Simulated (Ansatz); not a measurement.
# CH₅BClFOSi: up Jacob's ladder to CCSD(T)

Aim: compute CH₅BClFOSi with functionals from several rungs and with coupled cluster. The yardstick is the atomisation energy at the CCSD(T) limit.

Program: Ansatz 0.2.0, Gaussian basis. Level of theory: functionals in def2-TZVPP, the program's frozen cores in correlated methods. These are calculated values, not measurements.

Plan: PBE-D4, r2SCAN-D4, PBE0-D4, B3LYP-D4, ωB97X-V, ωB97M-V, B2PLYP; CCSD(T)/def2-TZVPP; MP2/def2-QZVPP; extrapolation to the limit.

## (1) The relaxed structure

An earlier PBE0-D4 in a triple-zeta def2 set relaxation fixed the geometry.

11 atoms, charge 0, spin multiplicity 1.

Atoms are counted from 1 here; the program's logs count them from 0.

Bond lengths: O1–B2 1.348 Å, O1–H7 0.964 Å, B2–Si3 2.029 Å, B2–C4 1.594 Å, Si3–H8 1.490 Å, Si3–H9 1.487 Å, Si3–H10 1.487 Å, C4–F5 1.362 Å, C4–Cl6 1.794 Å, C4–H11 1.095 Å. Angles: B2–O1–H7 115.4°, O1–B2–Si3 119.8°, O1–B2–C4 119.7°, Si3–B2–C4 120.4°, B2–Si3–H8 108.8°, B2–Si3–H9 110.9°, B2–Si3–H10 111.2°, H8–Si3–H9 108.1°, H8–Si3–H10 108.5°, H9–Si3–H10 109.3°, B2–C4–F5 113.4°, B2–C4–Cl6 103.3°, B2–C4–H11 116.8°, F5–C4–Cl6 109.2°, F5–C4–H11 107.8°, Cl6–C4–H11 105.9°.

## (2) PBE-D4 (GGA)

Input file in.yaml:

```yaml
crystal:
  periodic: [false, false, false]
  atoms:
    - {symbol: O, position_ang: [1.214244, 0.161354, -1.416890]}
    - {symbol: B, position_ang: [0.294260, 0.021970, -0.441396]}
    - {symbol: Si, position_ang: [0.801725, -0.884824, 1.301813]}
    - {symbol: C, position_ang: [-1.183583, 0.577165, -0.662844]}
    - {symbol: F, position_ang: [-2.109109, -0.014764, 0.142426]}
    - {symbol: Cl, position_ang: [-1.041802, 2.311100, -0.224693]}
    - {symbol: H, position_ang: [0.907481, 0.606396, -2.214765]}
    - {symbol: H, position_ang: [0.227693, -2.259876, 1.313235]}
    - {symbol: H, position_ang: [0.246741, -0.144015, 2.465396]}
    - {symbol: H, position_ang: [2.278037, -0.988802, 1.444877]}
    - {symbol: H, position_ang: [-1.570387, 0.557197, -1.686560]}
basis:
  gaussian: {orbitals: def2-TZVPP}
hamiltonian: {xc: pbe, dispersion: d4}
output: {forces: true, orbitals: {seedname: orbitals}}
```

On the command line:

```bash
$ ansatz run in.yaml --threads 4 --pin off --events-out ev --progress --plain --max-ram 10444MiB
```

The runs that follow: r2SCAN-D4 (meta-GGA); PBE0-D4 (hybrid); B3LYP-D4 (hybrid); ωB97X-V (range-separated); ωB97M-V (range-separated); B2PLYP (double hybrid); CCSD(T) in def2-TZVPP; MP2 in def2-QZVPP.

Q: Predict the results of all the runs planned. Wanted: atomisation energy, CCSD(T)/CBS; farthest; mean size of error, hybrid; mean size of error, range-separated; gap, smallest and largest; T1 diagnostic; triples share of the correlation energy.

**Answer**, as computed:

| quantity | value |
| --- | --- |
| atomisation energy, CCSD(T)/CBS | 928.4 kcal/mol |
| functionals within 4.6 kcal/mol (0.5 %) | PBE0-D4, B3LYP-D4 |
| farthest | PBE-D4 (+23.4 kcal/mol) |
| mean size of error, hybrid | 1.7 kcal/mol |
| mean size of error, range-separated | 5.7 kcal/mol |
| gap, smallest and largest | 4.37 eV (PBE-D4), 11.27 eV (ωB97X-V) |
| T1 diagnostic | 0.0133 |
| triples share of the correlation energy | 3.7 % |

**Reading.** PBE-D4 misses by +23.4 kcal/mol. Double hybrids carry the basis error of their MP2 part in triple zeta, and no dispersion term here, so their miss is partly the set-up's. The reference freezes the cores and leaves out relativity and excitations past (T), so misses under about 4.6 kcal/mol can't be ranked. Hartree-Fock recovers 73 % of the binding; the rest is correlation. The gap grows from 4.4 to 11.3 eV across the functionals, mostly with the share of exact exchange.
